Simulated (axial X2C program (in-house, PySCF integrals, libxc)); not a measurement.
# Linear FTiF⁺ at several levels

How do method and spin–orbit coupling move the bonds and stretches of FTiF⁺, held linear?

Method: all-electron X2C, two-component (2c) or spin-free, F dyall-av3z, Ti dyall-v3z; program: an in-house X2C program for linear molecules on PySCF integrals.

All values are calculated.

2 further runs of the same task are left out: 2 set aside as unsound or not needed.

### 1 Input

task.json reads:

```json
{"zs": [9, 22, 9], "q": 1, "bas": ["dyall-av3z", "dyall-v3z", "dyall-av3z"], "r0": [2.0, 2.0], "symm": 1, "scan": ["PBE0", "HF", "BHandHLYP"], "levels": ["PBE0", "HF", "BHandHLYP"], "nst": 2}
```

Keys: zs atomic numbers; q charge; bas basis sets; r0 starting distance in Å; symm equal bonds; scan levels of the two-bond scan (MP2 follows by itself at each HF point); levels methods; nst determinants followed.

Run with:

```
> python solin.py task.json out
```

Masses F 18.998, Ti 47.948, F 18.998 u.

### 2 Scan at PBE0, 2c

State: Ω = 3/2 (beyond evenly filled blocks: ω = 3/2). Energies above the lowest point, from the job's result record:

```
r(F–Ti) (Å)  r(Ti–F) (Å)  E (meV)
     1.6975       1.6975    74.04
     1.6975       1.7410    32.26
     1.6975       1.7845    54.50
     1.7410       1.6975    32.26
     1.7410       1.7410     0.00
     1.7410       1.7845    30.79
     1.7410       1.8281   112.29
     1.7845       1.6975    54.50
     1.7845       1.7410    30.79
     1.7845       1.7845    69.27
     1.8281       1.7410   112.29
     1.8281       1.8281   252.37
```

A quadratic surface with cubic terms in each bond gives the minimum at 1.740 and 1.740 Å, force constants 5.31, 5.31 and coupling 0.65 mdyn/Å.

### 3 Scan at HF, 2c

State: Ω = 3/2 (beyond evenly filled blocks: ω = 3/2). Energies above the lowest point, from the job's result record:

```
r(F–Ti) (Å)  r(Ti–F) (Å)  E (meV)
     1.6975       1.6975   112.11
     1.6975       1.7410    50.59
     1.6975       1.7845    58.97
     1.7410       1.6975    50.59
     1.7410       1.7410     0.00
     1.7410       1.7845    18.33
     1.7410       1.8281    92.53
     1.7845       1.6975    58.97
     1.7845       1.7410    18.33
     1.7845       1.7845    45.73
     1.8281       1.7410    92.53
     1.8281       1.8281   218.39
```

A quadratic surface with cubic terms in each bond gives the minimum at 1.749 and 1.749 Å, force constants 5.58, 5.58 and coupling 0.77 mdyn/Å.

### 4 Scan at BHandHLYP, 2c

State: Ω = 3/2 (beyond evenly filled blocks: ω = 3/2). Energies above the lowest point, from the job's result record:

```
r(F–Ti) (Å)  r(Ti–F) (Å)  E (meV)
     1.6975       1.6975    75.38
     1.6975       1.7410    32.56
     1.6975       1.7845    56.13
     1.7410       1.6975    32.56
     1.7410       1.7410     0.00
     1.7410       1.7845    32.85
     1.7410       1.8281   118.50
     1.7845       1.6975    56.13
     1.7845       1.7410    32.85
     1.7845       1.7845    74.10
     1.8281       1.7410   118.50
     1.8281       1.8281   267.66
```

A quadratic surface with cubic terms in each bond gives the minimum at 1.740 and 1.740 Å, force constants 5.52, 5.52 and coupling 0.71 mdyn/Å.

### 5 Comparison

| level | r(F–Ti) (Å) | r(Ti–F) (Å) | lower stretch (cm⁻¹) | upper stretch (cm⁻¹) |
| --- | --- | --- | --- | --- |
| PBE0, 2c | 1.740 | 1.740 | 729.6 | 863.4 |
| HF, 2c | 1.749 | 1.749 | 753.4 | 878.0 |
| BHandHLYP, 2c | 1.740 | 1.740 | 746.2 | 877.2 |
| MP2, 2c | 1.744 | 1.744 | 736.3 | 853.8 |
| PBE0, spin-free | 1.740 | 1.740 | 729.7 | 863.4 |
| HF, spin-free | 1.749 | 1.749 | 753.4 | 878.2 |
| BHandHLYP, spin-free | 1.740 | 1.740 | 746.2 | 877.3 |
| MP2, spin-free | 1.744 | 1.744 | 736.3 | 853.8 |

Scans not shown above were run alike.

What this shows: Over the levels the F–Ti bond spans 1.740 to 1.749 Å and the Ti–F bond 1.740 to 1.749 Å. At PBE0 spin–orbit coupling leaves both bonds unchanged to 0.001 Å. Each state is one determinant, the lowest of a limited PBE0 search; the stretches come from a fit to few points and are good to some per cent at best. The stretches are sorted by size, and where the two bonds are alike the symmetric and antisymmetric modes can swap order between levels. MP2 freezes inner shells (threshold -2 hartree). The molecule was held linear; bending was not examined, so a bent shape may lie lower. Note: functional without a current term on a determinant with orbital currents, of the molecule or an atom.
